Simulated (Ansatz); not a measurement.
# Hg2Se: the cost of one run

Computed with Ansatz 0.2.0 (DFT PBE, scalar-relativistic, plane waves, PAW, unless a step's input says otherwise).

2 further runs of the same task are left out: 2 that didn't finish. Runs told in other sessions of the task aren't counted.

**1. The structure to begin with**

It takes space group Fmmm (No. 69, orthorhombic). Conventional cell: a = 5.985 Å, b = 7.146 Å, c = 7.477 Å, α = 90.00°, β = 90.00°, γ = 90.00°. Hg (site symmetry m2m) is surrounded by 1 Hg at 2.17 Å and 1 Se at 2.49 Å. Around Se (site symmetry mmm) lie 2 Hg at 2.49 Å.

Structure file:

```cif
data_structure
_symmetry_space_group_name_H-M 'P 1'
_symmetry_Int_Tables_number 1
_cell_length_a 5.1716
_cell_length_b 4.7887
_cell_length_c 4.6607
_cell_angle_alpha 66.346
_cell_angle_beta 58.014
_cell_angle_gamma 55.640
_cell_volume 79.95
loop_
_atom_site_label
_atom_site_type_symbol
_atom_site_fract_x
_atom_site_fract_y
_atom_site_fract_z
_atom_site_occupancy
Hg1 Hg 0.84827 0.15173 0.84827 1
Hg2 Hg 0.15173 0.84827 0.15173 1
Se1 Se 0.50000 0.50000 0.50000 1
```

A structure generator made this guess: random cell by space group and Wyckoff sites (Fmmm, No. 69). The dimensions are guesses.

**2. Probe: one point on a coarse mesh**

Input file input.yaml:

```yaml
crystal:
  lattice:
    - [0.0, 3.57321278, 3.73861984]
    - [2.99240348, 0.0, 3.73861984]
    - [2.99240348, 3.57321278, 0.0]
  atoms:
    - { symbol: Hg, position: [0.8482725, 0.1517275, 0.8482725] }
    - { symbol: Hg, position: [0.1517275, 0.8482725, 0.1517275] }
    - { symbol: Se, position: [0.5, 0.5, 0.5] }
basis:
  ecutwfc: 420
kpoints:
  mp_grid: { grid: [4, 4, 4] }
hamiltonian:
  xc: pbe
scf:
  occupations: { method: gaussian, width: 0.1 }
  lower_state_search: "off"
output:
  forces: true
  stress: true
  eigenvalues: true
```

Command:

```console
$ ansatz run input.yaml --threads 1 --pin off --max-ram 2560MiB --backend cpu --events-out ev --progress --plain --runs-dir out
```

What time and memory should one allow on 1 thread of AMD EPYC 9R45 (Zen 5), shared host?

About 1 s, with a peak of 0.42 GiB.
